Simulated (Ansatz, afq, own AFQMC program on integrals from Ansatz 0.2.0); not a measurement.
**GeNH₂ (quartet): AFQMC on the coupled-cluster ladder at distance Ge1–N2 = 4.264 Å, cc-pVDZ**

Aim: compute GeNH₂ (quartet) with auxiliary-field quantum Monte Carlo on the same integrals as coupled cluster, and set the energies side by side.

Computed with Ansatz 0.2.0, Gaussian basis, and an in-house AFQMC program (afq) on its integrals; all values are calculated. Level: cc-pVDZ, frozen cores.

To be run: PBE (unrestricted); r2SCAN (unrestricted); PBE0 (unrestricted); B3LYP (unrestricted); wB97M-V (unrestricted); B2PLYP (unrestricted); CCSD(T) on UHF; CCSDT(Q) on UHF; Phaseless AFQMC, CISD trial on UHF; Phaseless AFQMC, single-determinant trial on UHF.

## Step 1: What is computed

The geometry derives from a PBE0/def2-TZVP stationary point (not a proven minimum). One bond is set to the value named and the two fragments are kept rigid. No spin-orbit coupling is included. The filled d shell of Ge may be among the frozen orbitals whatever the setting's name suggests; the logs give the count.

4 atoms, charge 0, spin multiplicity 4.

Atoms are counted from 1 here; the program's logs count them from 0.

Bond lengths: N2–H3 1.021 Å, N2–H4 1.021 Å. Angles: H3–N2–H4 108.9°.

## Step 2: PBE (unrestricted)

Input file in.yaml:

```yaml
crystal:
  periodic: [false, false, false]
  atoms:
    - {symbol: Ge, position_ang: [0.000000, 0.000000, 3.494958]}
    - {symbol: N, position_ang: [0.000000, 0.000000, -0.769042]}
    - {symbol: H, position_ang: [0.000000, 0.830871, -1.362958]}
    - {symbol: H, position_ang: [0.000000, -0.830871, -1.362958]}
basis:
  gaussian: {orbitals: cc-pVDZ}
magnetization: {spin_polarized: true, initial_magnetization: 3}
hamiltonian: {xc: {name: PBE}}
output: {orbitals: {seedname: orbitals}}
```

Started as:

```console
> ansatz run in.yaml --threads 1 --pin off --events-out ev --progress --plain --max-ram 1382MiB
```

What it wrote:

```text
Functional definition: PBE
  name "PBE"
  cite "Perdew, Burke & Ernzerhof, Phys. Rev. Lett. 77, 3865 (1996) doi:10.1103/PhysRevLett.77.3865"
  parent pbe
  parameter kappa = 0.804
  parameter beta = 0.06672455060314922
  exchange = pbe_x(kappa = kappa, mu = beta*pi^2/3)
  correlation = pbe_c(beta = beta)
553 factors; integrals over basis functions are off by at most 1.3e-3 eV
mean field evaluation 1: about -58022.1235 eV, gradient 2.5e1 eV
mean field evaluation 2: about -57979.4504 eV, gradient 6.5e1 eV
mean field evaluation 4: about -58024.7849 eV, gradient 4.5e0 eV
mean field evaluation 8: about -58024.9488 eV, gradient 2.8e-1 eV
mean field evaluation 16: about -58024.9475 eV, gradient 3.2e-5 eV
mean field evaluation 32: about -58024.8490 eV, gradient 2.3e-4 eV
mean field evaluation 64: about -58024.8474 eV, gradient 2.2e-2 eV
mean field -58024.94748524 eV, -2132.3774893606 hartree, gradient 1.2e-6 eV, S^2 3.754288; 9 other end points of the search recorded, 0 dependent functions left out
reference -58024.94752272 eV, -2132.3774907381 hartree; 22, 19 occupied and 29, 32 virtual orbitals, 553 factors
Total energy: -58024.94752272 eV, -2132.3774907381 hartree
```

Wall time 7 s (1 thread of Intel Xeon Platinum 8375C at 2.90GHz (Ice Lake), shared host).

From the report: ⟨S²⟩ of the determinant 3.754 (pure quartet: 3.75).

## Step 3: r2SCAN (unrestricted)

Changes to in.yaml since step 2:

```diff
@@ -10,3 +10,2 @@
 magnetization: {spin_polarized: true, initial_magnetization: 3}
-hamiltonian: {xc: {name: PBE}}
-output: {orbitals: {seedname: orbitals}}
+hamiltonian: {xc: {name: r2SCAN}}
```

The command is unchanged.

What it wrote, cut to the lines that bear on the results:

```text
Functional definition: r2SCAN
  name "r2SCAN"
  cite "Furness, Kaplan, Ning, Perdew & Sun, J. Phys. Chem. Lett. 11, 8208 (2020) doi:10.1021/acs.jpclett.0c02405"
  cite "Furness, Kaplan, Ning, Perdew & Sun, J. Phys. Chem. Lett. 11, 9248 (2020) doi:10.1021/acs.jpclett.0c03077"
  parent r2scan
[...]
553 factors; integrals over basis functions are off by at most 1.3e-3 eV
[...]
mean field -58034.32848974 eV, -2132.7222349172 hartree, gradient 4.0e-6 eV, S^2 3.758484; 8 other end points of the search recorded, 0 dependent functions left out
reference -58034.32850126 eV, -2132.7222353406 hartree; 22, 19 occupied and 29, 32 virtual orbitals, 553 factors
Total energy: -58034.32850126 eV, -2132.7222353406 hartree
```

Wall time 13 s (1 thread of Intel Xeon Platinum 8375C at 2.90GHz (Ice Lake), shared host).

From the report: ⟨S²⟩ of the determinant 3.758 (pure quartet: 3.75).

## Step 4: PBE0 (unrestricted)

Changes to in.yaml since step 3:

```diff
@@ -10,2 +10,3 @@
 magnetization: {spin_polarized: true, initial_magnetization: 3}
-hamiltonian: {xc: {name: r2SCAN}}
+hamiltonian: {xc: {name: PBE0}}
+output: {orbitals: {seedname: orbitals}}
```

The command is unchanged.

What it wrote, cut to the lines that bear on the results:

```text
Functional definition: PBE0
  name "PBE0"
  cite "Adamo & Barone, J. Chem. Phys. 110, 6158 (1999) doi:10.1063/1.478522"
  cite "Perdew, Burke & Ernzerhof, Phys. Rev. Lett. 77, 3865 (1996) doi:10.1103/PhysRevLett.77.3865"
  parent pbe
[...]
553 factors; integrals over basis functions are off by at most 1.3e-3 eV
[...]
mean field -58026.67148639 eV, -2132.4408452341 hartree, gradient 1.1e-6 eV, S^2 3.756065; 2 other end points of the search recorded, 0 dependent functions left out
reference -58026.67151385 eV, -2132.4408462434 hartree; 22, 19 occupied and 29, 32 virtual orbitals, 553 factors
Total energy: -58026.67151385 eV, -2132.4408462434 hartree
```

It took 3 s on 1 thread of Intel Xeon Platinum 8375C at 2.90GHz (Ice Lake), shared host.

From the report: ⟨S²⟩ of the determinant 3.756 (pure quartet: 3.75).

## Step 5: B3LYP (unrestricted)

Changes to in.yaml since step 4:

```diff
@@ -10,3 +10,2 @@
 magnetization: {spin_polarized: true, initial_magnetization: 3}
-hamiltonian: {xc: {name: PBE0}}
-output: {orbitals: {seedname: orbitals}}
+hamiltonian: {xc: {name: B3LYP}}
```

Same command.

What it wrote, cut to the lines that bear on the results:

```text
Functional definition: B3LYP
  name "B3LYP"
  cite "Stephens, Devlin, Chabalowski & Frisch, J. Phys. Chem. 98, 11623 (1994) doi:10.1021/j100096a001"
  cite "Becke, Phys. Rev. A 38, 3098 (1988) doi:10.1103/PhysRevA.38.3098"
  cite "Lee, Yang & Parr, Phys. Rev. B 37, 785 (1988) doi:10.1103/PhysRevB.37.785"
  cite "Vosko, Wilk & Nusair, Can. J. Phys. 58, 1200 (1980) doi:10.1139/p80-159"
[...]
553 factors; integrals over basis functions are off by at most 1.3e-3 eV
[...]
mean field -58036.89433627 eV, -2132.8165280381 hartree, gradient 2.4e-6 eV, S^2 3.754733; 9 other end points of the search recorded, 0 dependent functions left out
reference -58036.89456852 eV, -2132.8165365730 hartree; 22, 19 occupied and 29, 32 virtual orbitals, 553 factors
Total energy: -58036.89456852 eV, -2132.8165365730 hartree
```

It took 9 s on 1 thread of Intel Xeon Platinum 8375C at 2.90GHz (Ice Lake), shared host.

From the report: ⟨S²⟩ of the determinant 3.755 (pure quartet: 3.75).

## Step 6: wB97M-V (unrestricted)

Changes to in.yaml since step 5:

```diff
@@ -10,2 +10,3 @@
 magnetization: {spin_polarized: true, initial_magnetization: 3}
-hamiltonian: {xc: {name: B3LYP}}
+hamiltonian: {xc: {name: wB97M-V}}
+output: {orbitals: {seedname: orbitals}}
```

Same command.

What it wrote, cut to the lines that bear on the results:

```text
Functional definition: wB97M-V
  name "wB97M-V"
  cite "Mardirossian & Head-Gordon, J. Chem. Phys. 144, 214110 (2016) doi:10.1063/1.4952647"
  cite "Becke, J. Chem. Phys. 107, 8554 (1997) doi:10.1063/1.475007"
  cite "Vydrov & Van Voorhis, J. Chem. Phys. 133, 244103 (2010) doi:10.1063/1.3521275"
  # Of w^i u^j: cxij and so on, Table III.
[...]
  gx(w, u) = 1 - cx + cx01*u + cx10*w
  gss(w, u) = css00 + css04*u^4 + css10*w + css20*w^2 + css43*w^4*u^3
  gos(w, u) = cos00 + cos10*w + (cos20 + cos21*u)*w^2 + (cos60 + cos61*u)*w^6
[...]
      + integral(e_c_pw_mod_opposite_spin*gos(b97_w_opposite, b97_u_opposite)) + vv10(b, c)
553 factors; integrals over basis functions are off by at most 1.3e-3 eV
152 factors; integrals over basis functions are off by at most 6.7e-6 eV
[...]
mean field -58031.74470938 eV, -2132.6272827404 hartree, gradient 1.4e-6 eV, S^2 3.755138; 2 other end points of the search recorded, 0 dependent functions left out
reference -58031.74474424 eV, -2132.6272840216 hartree; 22, 19 occupied and 29, 32 virtual orbitals, 553 factors
Total energy: -58031.74474424 eV, -2132.6272840216 hartree
```

It took 16 s on 1 thread of Intel Xeon Platinum 8375C at 2.90GHz (Ice Lake), shared host.

From the report: ⟨S²⟩ of the determinant 3.755 (pure quartet: 3.75).

## Step 7: B2PLYP (unrestricted)

Changes to in.yaml since step 6:

```diff
@@ -10,3 +10,3 @@
 magnetization: {spin_polarized: true, initial_magnetization: 3}
-hamiltonian: {xc: {name: wB97M-V}}
-output: {orbitals: {seedname: orbitals}}
+hamiltonian: {xc: {name: B2PLYP}}
+correlation: {electrons: outside_noble_gas}
```

Same command.

What it wrote, cut to the lines that bear on the results:

```text
Functional definition: B2PLYP
  name "B2PLYP"
  cite "Grimme, J. Chem. Phys. 124, 034108 (2006) doi:10.1063/1.2148954"
  cite "Becke, Phys. Rev. A 38, 3098 (1988) doi:10.1103/PhysRevA.38.3098"
  cite "Lee, Yang & Parr, Phys. Rev. B 37, 785 (1988) doi:10.1103/PhysRevB.37.785"
[...]
553 factors; integrals over basis functions are off by at most 1.3e-3 eV
[...]
mean field -58021.13787683 eV, -2132.2374888338 hartree, gradient 1.4e-7 eV, S^2 3.758230; 4 other end points of the search recorded, 0 dependent functions left out
15 core orbitals not correlated: weight in the atoms' cores, before any rotation towards them, 1.000 or more for the frozen orbitals, at most 0.000 for the correlated occupied ones
reference -58021.13802119 eV, -2132.2374941389 hartree; 7, 4 occupied and 29, 32 virtual orbitals, 553 factors
second order -6.08937027 eV of doubles, -0.00000000 eV of singles
Total energy: -58022.78215116 eV, -2132.2979148010 hartree
```

Wall time 4.8 s (1 thread of Intel Xeon Platinum 8375C at 2.90GHz (Ice Lake), shared host).

From the report: ⟨S²⟩ of the determinant 3.758 (pure quartet: 3.75).

## Step 8: CCSD(T) on UHF

Changes to in.yaml since step 7:

```diff
@@ -10,3 +10,2 @@
 magnetization: {spin_polarized: true, initial_magnetization: 3}
-hamiltonian: {xc: {name: B2PLYP}}
-correlation: {electrons: outside_noble_gas}
+correlation: {method: ccsd_t, electrons: outside_noble_gas, hamiltonian_folder: ham}
```

The command is unchanged.

What it wrote, cut to the lines that bear on the results:

```text
Functional definition: HF
  name "HF"
  cite "Fock, Z. Phys. 61, 126 (1930) doi:10.1007/BF01340294"
  parent pbe
[...]
553 factors; integrals over basis functions are off by at most 1.3e-3 eV
[...]
mean field -57983.68429715 eV, -2130.8610951676 hartree, gradient 2.1e-6 eV, S^2 3.766839; 16 other end points of the search recorded, 0 dependent functions left out
determinant -57983.68429715 eV, -2130.8610951676 hartree, with singles and doubles -57989.63750086 eV, -2131.0798713686 hartree
determinant -57983.57579456 eV, -2130.8571077710 hartree, with singles and doubles -57989.53763150 eV, -2131.0762012374 hartree
determinant -57983.57301034 eV, -2130.8570054525 hartree, with singles and doubles -57989.53492918 eV, -2131.0761019289 hartree
determinant -57981.58857394 eV, -2130.7840787600 hartree, with singles and doubles -57987.55624201 eV, -2131.0033865165 hartree
[...]
determinant -57980.39623071 eV, -2130.7402609543 hartree, with singles and doubles -57985.34913950 eV, -2130.9222769953 hartree
determinant -57983.68429715 eV, -2130.8610951676 hartree, with singles and doubles -57989.63756596 eV, -2131.0798737610 hartree
determinant -57983.57579456 eV, -2130.8571077710 hartree, with singles and doubles -57989.53760440 eV, -2131.0762002414 hartree
determinant -57983.57301034 eV, -2130.8570054525 hartree, with singles and doubles -57989.53490316 eV, -2131.0761009725 hartree
15 core orbitals not correlated: weight in the atoms' cores, before any rotation towards them, 1.000 or more for the frozen orbitals, at most 0.000 for the correlated occupied ones
reference -57983.68429715 eV, -2130.8610951676 hartree; 7, 4 occupied and 29, 32 virtual orbitals, 553 factors
second order -4.99264914 eV of doubles, -0.00000000 eV of singles
cycle   1  -5.95326514 eV  change    3.7e-6 eV  update   2.8e-6
perturbative correction -0.09014737 eV, -0.0033128548 hartree
Total energy: -57989.72770967 eV, -2131.0831864810 hartree
```

Wall time 11 s (1 thread of Intel Xeon Platinum 8375C at 2.90GHz (Ice Lake), shared host).

From the report: ⟨S²⟩ of the determinant 3.767 (pure quartet: 3.75); correlation -6.0434 eV; T1 0.007; largest double amplitude 0.09.

This run also writes the integrals to the folder ham.

## Step 9: CCSDT(Q) on UHF

Changes to in.yaml since step 8:

```diff
@@ -10,2 +10,2 @@
 magnetization: {spin_polarized: true, initial_magnetization: 3}
-correlation: {method: ccsd_t, electrons: outside_noble_gas, hamiltonian_folder: ham}
+correlation: {method: ccsdt_q, electrons: outside_noble_gas}
```

The command is unchanged.

What it wrote, cut to the lines that bear on the results:

```text
Functional definition: HF
  name "HF"
  cite "Fock, Z. Phys. 61, 126 (1930) doi:10.1007/BF01340294"
  parent pbe
[...]
931 factors; integrals over basis functions are off by at most 1.5e-7 eV
[...]
mean field -57983.68434040 eV, -2130.8610967569 hartree, gradient 1.8e-6 eV, S^2 3.766839; 16 other end points of the search recorded, 0 dependent functions left out
determinant -57983.68434040 eV, -2130.8610967569 hartree, with singles and doubles -57989.63753187 eV, -2131.0798725083 hartree
determinant -57983.57587359 eV, -2130.8571106750 hartree, with singles and doubles -57989.53769684 eV, -2131.0762036385 hartree
determinant -57983.57309452 eV, -2130.8570085462 hartree, with singles and doubles -57989.53499996 eV, -2131.0761045298 hartree
determinant -57981.58861512 eV, -2130.7840802733 hartree, with singles and doubles -57987.55627270 eV, -2131.0033876443 hartree
[...]
determinant -57983.68434040 eV, -2130.8610967569 hartree, with singles and doubles -57989.63759703 eV, -2131.0798749027 hartree
determinant -57983.57587359 eV, -2130.8571106750 hartree, with singles and doubles -57989.53767002 eV, -2131.0762026527 hartree
determinant -57983.57309452 eV, -2130.8570085462 hartree, with singles and doubles -57989.53497411 eV, -2131.0761035801 hartree
15 core orbitals not correlated: weight in the atoms' cores, before any rotation towards them, 1.000 or more for the frozen orbitals, at most 0.000 for the correlated occupied ones
reference -57983.68434040 eV, -2130.8610967569 hartree; 7, 4 occupied and 29, 32 virtual orbitals, 931 factors
second order -4.99265523 eV of doubles, -0.00000000 eV of singles
cycle   1  -5.68123231 eV  change   -6.9e-1 eV  update   6.5e-2
[...]
cycle  22  -6.05983312 eV  change    1.3e-8 eV  update   9.5e-7
perturbative correction -0.00666974 eV, -0.0002451084 hartree
Total energy: -57989.75084326 eV, -2131.0840366251 hartree
```

It took 27 s on 1 thread of Intel Xeon Platinum 8375C at 2.90GHz (Ice Lake), shared host; peak memory 0.28 GiB.

From the report: ⟨S²⟩ of the determinant 3.767 (pure quartet: 3.75); correlation -6.0665 eV; T1 0.007; largest double amplitude 0.10.

## Step 10: Phaseless AFQMC, CISD trial on UHF

It reads the integrals that the CCSD(T) run on this determinant wrote.

Started as:

```console
> afq ham --method phaseless --trial cisd --walkers 60 --populations 1 --least-time 40 --time-step 0.005 --steps-per-block 50 --equilibration-blocks 40 --max-blocks 300 --target-error 0.0008 --factor-cut 1e-05 --start spin_pure --seed 4643 --release-times 0.24,0.51,0.99,1.62,2.4 --release-step 0.03 --release-every 4 --taylor-order 6
```

What it wrote:

```text
orbitals 36  electrons 7 4  factors 243 of 553
reference energy -2130.86109517 Eh
CCSD correlation -0.21877832 Eh in 12 cycles, weight of the determinant in the CISD state 0.8990
energy of the start -2131.079520 Eh
 block  time / (1/Eh)  mean weight  energy / Eh
     1     0.250  1.0000  -2131.077264
     2     0.500  1.0008  -2131.079698
     3     0.750  1.0005  -2131.081551
     4     1.000  1.0008  -2131.081179
     5     1.250  1.0003  -2131.079907
     6     1.500  0.9993  -2131.083765
     7     1.750  1.0013  -2131.085209
     8     2.000  0.9998  -2131.083563
     9     2.250  0.9976  -2131.085058
    10     2.500  0.9997  -2131.089153
    11     2.750  0.9986  -2131.081544
    16     4.000  1.0025  -2131.083534
    21     5.250  0.9988  -2131.084527
    26     6.500  0.9982  -2131.085720
    31     7.750  1.0004  -2131.083480
    36     9.000  0.9991  -2131.083944
    41    10.250  0.9998  -2131.081421
    46    11.500  0.9992  -2131.079888
    51    12.750  1.0004  -2131.082479
    56    14.000  1.0018  -2131.085811
    61    15.250  0.9991  -2131.086933
    66    16.500  1.0026  -2131.085031
    71    17.750  1.0000  -2131.079635
    76    19.000  1.0023  -2131.080416
    81    20.250  0.9979  -2131.083127
    86    21.500  1.0024  -2131.087580
    91    22.750  1.0040  -2131.080693
    96    24.000  0.9981  -2131.081642
   101    25.250  1.0002  -2131.086891
   106    26.500  1.0009  -2131.083298
   111    27.750  1.0001  -2131.085466
   116    29.000  0.9990  -2131.087077
   121    30.250  0.9996  -2131.081650
   126    31.500  1.0007  -2131.079383
   131    32.750  1.0021  -2131.098064
   136    34.000  0.9970  -2131.083821
   141    35.250  0.9988  -2131.082157
   146    36.500  1.0003  -2131.084491
   151    37.750  1.0004  -2131.082041
   156    39.000  0.9989  -2131.083390
   161    40.250  0.9996  -2131.081872
   166    41.500  0.9988  -2131.082218
   171    42.750  0.9995  -2131.080352
   176    44.000  0.9985  -2131.091415
   181    45.250  0.9997  -2131.083054
   186    46.500  0.9982  -2131.080547
   191    47.750  0.9996  -2131.081870
   196    49.000  1.0028  -2131.085702
blocks merged  error / Eh  count
     1  0.000237  160
     2  0.000284  80
     4  0.000325  40
     8  0.000379  20
    16  0.000306  10
released: time / (1/Eh)  energy / Eh  error  mean overlap
  0.24  -2131.083524  0.000428  1.0219
  0.51  -2131.083729  0.000448  1.0296
  0.99  -2131.083956  0.000331  1.0262
  1.62  -2131.083714  0.000329  1.0468
  2.40  -2131.084438  0.000601  1.0466
energy -2131.083429 +/- 0.000379 Eh
```

Wall time 5.1 min (1 thread of Intel Xeon Platinum 8375C at 2.90GHz (Ice Lake), shared host).

Energy -57989.7343 ± 0.0103 eV. Caveats: constraint bias not in the error.

## Step 11: Phaseless AFQMC, single-determinant trial on UHF

It reads the integrals that the CCSD(T) run on this determinant wrote.

Started as:

```console
> afq ham --method phaseless --trial hf --walkers 120 --populations 1 --least-time 40 --time-step 0.005 --steps-per-block 20 --equilibration-blocks 160 --max-blocks 600 --target-error 0.0024000000000000002 --factor-cut 1e-05 --start spin_pure --seed 2444 --taylor-order 6
```

What it wrote:

```text
orbitals 36  electrons 7 4  factors 243 of 553
reference energy -2130.86109517 Eh
CCSD correlation -0.21877832 Eh in 12 cycles, weight of the determinant in the CISD state 0.8990
energy of the start -2130.861392 Eh
 block  time / (1/Eh)  mean weight  energy / Eh
     1     0.100  1.0011  -2130.912753
     2     0.200  1.0003  -2130.946286
     3     0.300  1.0007  -2130.986448
     4     0.400  1.0000  -2130.996985
     5     0.500  1.0013  -2131.013567
     6     0.600  1.0005  -2131.012319
     7     0.700  1.0011  -2131.019851
     8     0.800  0.9991  -2131.025718
     9     0.900  1.0013  -2131.048100
    10     1.000  1.0013  -2131.065259
    15     1.500  1.0015  -2131.068711
    29     2.900  0.9999  -2131.061560
    43     4.300  0.9977  -2131.068942
    57     5.700  0.9989  -2131.097218
    71     7.100  0.9999  -2131.109811
    85     8.500  1.0003  -2131.089249
    99     9.900  0.9978  -2131.071091
   113    11.300  1.0008  -2131.077671
   127    12.700  0.9983  -2131.063817
   141    14.100  0.9974  -2131.097268
   155    15.500  1.0024  -2131.096667
   169    16.900  1.0016  -2131.094555
   183    18.300  1.0007  -2131.082718
   197    19.700  0.9993  -2131.087333
   211    21.100  1.0033  -2131.096822
   225    22.500  0.9992  -2131.076223
   239    23.900  1.0021  -2131.067833
   253    25.300  1.0019  -2131.099717
   267    26.700  0.9996  -2131.088104
   281    28.100  0.9969  -2131.070937
   295    29.500  0.9986  -2131.075270
   309    30.900  1.0030  -2131.077883
   323    32.300  1.0014  -2131.084189
   337    33.700  0.9989  -2131.083532
   351    35.100  0.9987  -2131.090185
   365    36.500  0.9969  -2131.063141
   379    37.900  1.0001  -2131.053995
   393    39.300  0.9974  -2131.074632
   407    40.700  1.0015  -2131.072207
   421    42.100  1.0001  -2131.087282
   435    43.500  1.0014  -2131.051705
   449    44.900  0.9991  -2131.059687
   463    46.300  1.0006  -2131.073910
   477    47.700  0.9996  -2131.098169
   491    49.100  1.0000  -2131.096895
   505    50.500  1.0027  -2131.114010
   519    51.900  0.9986  -2131.074473
   533    53.300  1.0004  -2131.065282
   547    54.700  1.0022  -2131.070289
blocks merged  error / Eh  count
     1  0.000785  400
     2  0.001035  200
     4  0.001357  100
     8  0.001695  50
    16  0.001702  25
    32  0.001899  12
energy -2131.078119 +/- 0.001702 Eh
```

Wall time 3.2 min (1 thread of Intel Xeon Platinum 8375C at 2.90GHz (Ice Lake), shared host).

Energy -57989.5898 ± 0.0463 eV. Caveats: constraint bias not in the error.

## Step 12: AFQMC on the ladder

On the UHF determinant, counted from CCSDT(Q) (a yardstick, not exact):

```csv
level,energy (eV),from CCSDT(Q) (kcal/mol),statistical error (kcal/mol),time
HF,-57983.6843,+139.90,,
MP2,-57988.6769,+24.76,,
CCSD,-57989.6376,+2.61,,
CCSD(T),-57989.7277,+0.53,,
CCSDT(Q),-57989.7508,0.00,,
"Phaseless AFQMC, CISD trial, step 0.005, 60 walkers",-57989.7343,+0.38,0.24,5.1 min
"Phaseless AFQMC, single-determinant trial, step 0.005, 120 walkers",-57989.5898,+3.71,1.07,3.2 min
```

The functionals' totals stand on their own zeros and serve differences with other points: PBE -58024.948 eV; r2SCAN -58034.329 eV; PBE0 -58026.672 eV; B3LYP -58036.895 eV; wB97M-V -58031.745 eV; B2PLYP -58022.782 eV.

## Step 13: Outcome

| quantity | value |
| --- | --- |
| CCSD(T) on UHF from CCSDT(Q) | +0.53 kcal/mol |
| Phaseless AFQMC, CISD trial on UHF from CCSDT(Q) | +0.38 ± 0.24 kcal/mol |
| Phaseless AFQMC, single-determinant trial on UHF from CCSDT(Q) | +3.71 ± 1.07 kcal/mol |

What this shows: On UHF the phaseless walk with the CISD trial lies +0.38 kcal/mol from CCSDT(Q), within three error bars. Error bars are statistical and leave out the constraint, the time step and what remains of the start.
